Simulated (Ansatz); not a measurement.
# CdClHS: small, medium and large basis sets

How large a basis does CdClHS need? Two functionals are run in growing sets.

Method: one geometry, several basis sets; program: Ansatz 0.2.0, Gaussian basis.

The runs, in order: PBE0-D4/def2-SVP; ωB97M-V/def2-SVP; PBE0-D4/def2-QZVPP; ωB97M-V/def2-QZVPP; the functionals' def2-TZVPP values are taken from earlier runs.

## Step 1: The relaxed structure

All runs share one geometry, relaxed beforehand with PBE0-D4 in a triple-zeta def2 set. Cd takes the def2 core potential; no spin-orbit term is included.

SMILES `[SH][Cd][Cl]`, 4 atoms, charge 0, spin multiplicity 1.

Atoms are counted from 1 here; the program's logs count them from 0.

Bond lengths: S1–Cd2 2.324 Å, S1–H4 1.345 Å, Cd2–Cl3 2.278 Å. Angles: Cd2–S1–H4 93.2°, S1–Cd2–Cl3 179.2°.

## Step 2: PBE0-D4 in def2-SVP

File in.yaml:

```yaml
crystal:
  periodic: [false, false, false]
  atoms:
    - {symbol: S, position_ang: [-1.648814, 0.212512, -0.478575]}
    - {symbol: Cd, position_ang: [0.420287, -0.458833, 0.339283]}
    - {symbol: Cl, position_ang: [2.433893, -1.144118, 1.154027]}
    - {symbol: H, position_ang: [-1.149866, 1.330139, -1.035036]}
basis:
  gaussian: {orbitals: def2-SVP}
hamiltonian: {xc: pbe0, dispersion: d4}
output: {orbitals: {seedname: orbitals}}
```

After this run come: ωB97M-V in def2-SVP; PBE0-D4 in def2-QZVPP; ωB97M-V in def2-QZVPP.

Q: Predict the results of all the runs planned. Wanted: PBE0-D4: double and triple zeta above quadruple; ωB97M-V: double and triple zeta above quadruple.

The runs gave:

```
                                       quantity           value
PBE0-D4: double and triple zeta above quadruple  10.06, 0.82 eV
ωB97M-V: double and triple zeta above quadruple  10.02, 0.79 eV
```

For PBE0-D4 the step from double to triple zeta gains 9.23 eV and the next only 0.82 eV. Total energies overstate the basis error of differences, where much of it tends to cancel.
